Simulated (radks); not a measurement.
**Valence configurations of Ne³⁺**

One table from this session's results is given with a row withheld; the runs are named, their logs left out.

Program: radks (a radial shooting solver on a logarithmic mesh, Libxc functionals) version 1. Level of theory: scalar-relativistic Kohn-Sham, LDA (Slater exchange, Perdew-Wang correlation), spin-polarised, spherical densities, point nucleus; open shells are filled with parallel spins first. These are calculated values, not measurements, unless marked.

## The system

```
element       : neon (Z = 10)
charge        : +3
electrons     : 7
configuration : [He] 2s2 2p3
others tried  : 2s1 2p4; 2p5; 2s1.5 2p3.5; 2s0.5 2p4.5
```

The outer shells:

Ne³⁺
```
[He] core
2s [↑↓]
2p [↑ ][↑ ][↑ ]
```

The first run:

The run's settings:

```text
Z 10
configuration [He] 2s2 2p3
relativity scalar-relativistic
functional lda,pw
spin polarised
nucleus point
c 137.035999084
```

Among the steps run: [He] 2s2 2p3.

One table of the session follows, with a row left open; its other results are not shown here.

It belongs to the step «[He] 2s2 2p3». Sizes of the orbitals, from the radial functions (bohr):

| level | <r> | outermost maximum (interpolated) | 90 % within |
| --- | --- | --- | --- |
| 1s up | 0.1588 | 0.103 | 0.284 |
| 1s down | 0.1581 | 0.103 | 0.283 |
| 2s up | ? | ? | ? |
| 2s down | 0.8131 | 0.655 | 1.28 |
| 2p up | 0.7436 | 0.553 | 1.23 |
| 2p down | 0.7768 | 0.568 | 1.30 |

Estimate the missing values for 2s up.

**Answer.** <r>: 0.7920; outermost maximum (interpolated): 0.644; 90 % within: 1.24. In the column «<r>» it lies between 2p down (0.7768) and 2s down (0.8131).
